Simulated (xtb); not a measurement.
# CH6O3Si (SMILES C[Si](O)(O)O) at GFN2-xTB (ALPB toluene, surface grid extreme)

Wanted: a structure relaxation of CH6O3Si. 

Program for the calculation: xtb 6.7.1 later snapshot.

2 further runs of the same task are left out: 2 set aside as unsound or not needed.

## (1) The system as given

CH6O3Si: 11 atoms, total charge 0, spin state singlet. As SMILES, `C[Si](O)(O)O`. The shape was relaxed beforehand at GFN2-xTB. This is one conformer, not always the lowest. The run starts from this shape.

Bond lengths: C1–Si2 1.900 Å, Si2–O3 1.629 Å, Si2–O4 1.629 Å, Si2–O5 1.629 Å, C1–H6 1.086 Å, C1–H7 1.086 Å, C1–H8 1.086 Å, O3–H9 0.952 Å, O4–H10 0.952 Å, O5–H11 0.952 Å. Some angles: C1–Si2–O3 111.1°, C1–Si2–O4 111.1°, C1–Si2–O5 111.1°, O3–Si2–O4 107.7°, O3–Si2–O5 107.7°, O4–Si2–O5 107.8°, Si2–C1–H6 111.5°, Si2–C1–H7 111.5°, Si2–C1–H8 111.5°, Si2–O3–H9 118.9°.

## (2) A structure relaxation at GFN2-xTB (ALPB toluene, surface grid extreme)

input.inp reads:

```
$gbsa
   gbsagrid=extreme
$end
```

struc.xyz reads:

```xyz
11

C     -0.94219600     1.04099100     0.23166500
Si     0.31689400    -0.34838700    -0.07367900
O      0.36271000    -1.38565300     1.18111400
O      1.81704800     0.25229500    -0.27594500
O     -0.06107900    -1.20087600    -1.40886300
H     -0.59568400     1.73160000     0.99439300
H     -1.12422700     1.61827900    -0.66961900
H     -1.89801600     0.64614500     0.56215400
H      0.86451200    -1.14932800     1.95487200
H      2.05882400     0.61031300    -1.12430200
H     -0.73338600    -1.87247900    -1.35109300
```

The run is started by

```bash
xtb struc.xyz --input input.inp --alpb toluene -o -c 0 --gfn 2 > out.txt
```

**Question.** What will come out? Wanted: total energy at the end; dipole moment; HOMO energy; LUMO energy; HOMO–LUMO gap; dispersion energy; solvent term in the energy; mean polarisability.

**Answer.** As computed:

Level: GFN2-xTB (ALPB toluene, surface grid extreme).

| quantity | value |
| --- | --- |
| total energy at the end | -19.26995 Eh |
| dipole moment | 1.25 D |
| HOMO energy | -11.07 eV |
| LUMO energy | -2.47 eV |
| HOMO–LUMO gap | 8.60 eV |
| dispersion energy | -15.13 kJ/mol |
| solvent term in the energy | -15.6 kJ/mol |
| mean polarisability (D4 model) | 62.3 bohr³ |

What this shows: At the final geometry: Bond lengths: C1–Si2 1.900 Å, Si2–O3 1.630 Å, Si2–O4 1.630 Å, Si2–O5 1.630 Å, C1–H6 1.086 Å, C1–H7 1.086 Å, C1–H8 1.086 Å, O3–H9 0.953 Å, O4–H10 0.953 Å, O5–H11 0.953 Å. Some angles: C1–Si2–O3 111.4°, C1–Si2–O4 111.4°, C1–Si2–O5 111.4°, O3–Si2–O4 107.5°, O3–Si2–O5 107.5°, O4–Si2–O5 107.5°, Si2–C1–H6 111.5°, Si2–C1–H7 111.5°, Si2–C1–H8 111.5°, Si2–O3–H9 119.0°. The optimisation took 6 steps and changed the energy by -0.001 eV.
